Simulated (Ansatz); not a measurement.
# Cl₃H₂InSe: up Jacob's ladder to CCSD(T)

One table from this session's results is given with a row withheld; the runs are named, their logs left out.

Method: functionals in def2-TZVPP, the program's frozen cores in correlated methods; program: Ansatz 0.2.0, Gaussian basis.

Plan: LDA (SPW92), PBE-D4, revPBE-D4, BLYP-D4, r2SCAN-D4, B97M-V, PBE0-D4, B3LYP-D4, r2SCANh-D4, r2SCAN0-D4, HSE06-D4, BHLYP-D4, CAM-B3LYP-D4, LC-ωPBE, ωB97X-V, ωB97M-V, B2PLYP, PBE-QIDH; CCSD(T)/def2-SVP; CCSD(T)/def2-TZVPP; MP2/def2-QZVPP; extrapolation to the limit; RPA on PBE.

### Structure used throughout

All runs share one geometry, relaxed beforehand with PBE0-D4 in a triple-zeta def2 set. In takes the def2 core potential; no spin-orbit term is included.

SMILES `[Cl][In-]([Cl])([Cl])[SeH2+]`, 7 atoms, charge 0, spin multiplicity 1.

Atoms are counted from 1 here; the program's logs count them from 0.

Bond lengths: Cl1–In2 2.316 Å, In2–Cl3 2.326 Å, In2–Cl4 2.326 Å, In2–Se5 2.840 Å, Se5–H6 1.470 Å, Se5–H7 1.470 Å. Angles: Cl1–In2–Cl3 118.3°, Cl1–In2–Cl4 118.3°, Cl1–In2–Se5 100.9°, Cl3–In2–Cl4 117.5°, Cl3–In2–Se5 96.8°, Cl4–In2–Se5 96.8°, In2–Se5–H6 90.9°, In2–Se5–H7 90.9°, H6–Se5–H7 91.7°.

Coordinates:

```xyz
7

Cl   -1.51013   -2.17718    1.38939
In    0.17821   -1.09570    0.22920
Cl    2.09974   -0.48942    1.39162
Cl    0.38757   -1.50832   -2.05046
Se   -0.91723    1.51500    0.00069
H     0.36135    2.11297    0.41262
H    -0.53830    1.57464   -1.41877
```

The first run:

Input file in.yaml:

```yaml
crystal:
  periodic: [false, false, false]
  atoms:
    - {symbol: Cl, position_ang: [-1.510133, -2.177176, 1.389390]}
    - {symbol: In, position_ang: [0.178212, -1.095698, 0.229204]}
    - {symbol: Cl, position_ang: [2.099736, -0.489416, 1.391620]}
    - {symbol: Cl, position_ang: [0.387572, -1.508319, -2.050460]}
    - {symbol: Se, position_ang: [-0.917230, 1.514999, 0.000687]}
    - {symbol: H, position_ang: [0.361346, 2.112970, 0.412624]}
    - {symbol: H, position_ang: [-0.538303, 1.574640, -1.418766]}
basis:
  gaussian: {orbitals: def2-TZVPP}
hamiltonian: {xc: lda}
output: {orbitals: {seedname: orbitals}}
```

The run is started by

```sh
$ ansatz run in.yaml --threads 4 --pin off --events-out ev --progress --plain --max-ram 11315MiB
```

Among the steps run: LDA; PBE-D4 (GGA); revPBE-D4 (GGA); BLYP-D4 (GGA); r2SCAN-D4 (meta-GGA); B97M-V (meta-GGA); B3LYP-D4 (hybrid); r2SCANh-D4 (hybrid); r2SCAN0-D4 (hybrid); HSE06-D4 (hybrid); BHLYP-D4 (hybrid); CAM-B3LYP-D4 (range-separated); LC-ωPBE (range-separated); ωB97X-V (range-separated); ωB97M-V (range-separated); B2PLYP (double hybrid); PBE-QIDH (double hybrid).

One of the session's tables, all rows but one given; the rest of the session is left out.

It belongs to the step «Orbital energies across the functionals». 

```
  functional  HOMO (eV)  LUMO (eV)  gap (eV)
 LDA (SPW92)      -7.58      -3.27      4.31
      PBE-D4      -7.42      -2.94      4.48
   revPBE-D4      -7.36      -2.82      4.54
     BLYP-D4      -7.24      -2.87      4.37
   r2SCAN-D4          ?          ?         ?
      B97M-V      -7.86      -2.65      5.21
     PBE0-D4      -8.79      -2.07      6.72
    B3LYP-D4      -8.52      -2.35      6.17
  r2SCANh-D4      -8.32      -2.42      5.90
  r2SCAN0-D4      -9.02      -1.94      7.08
    HSE06-D4      -8.39      -2.43      5.96
    BHLYP-D4      -9.91      -1.12      8.79
CAM-B3LYP-D4     -10.08      -1.09      8.98
     LC-ωPBE     -11.47       0.12     11.59
     ωB97X-V     -11.10       0.01     11.11
     ωB97M-V     -10.93      -0.10     10.83
```

**Question.** Estimate the row for r2SCAN-D4.

Worked estimate for «HOMO (eV)». Against the share of exact exchange, r2SCANh-D4 (0.1, -8.32), r2SCAN0-D4 (0.25, -9.02) give a slope of -4.67 per unit share; at 0 the line stands at -7.85.

**Answer.** HOMO (eV): -7.80; LUMO (eV): -2.74; gap (eV): 5.06. In «HOMO (eV)» the line misses by -0.05.
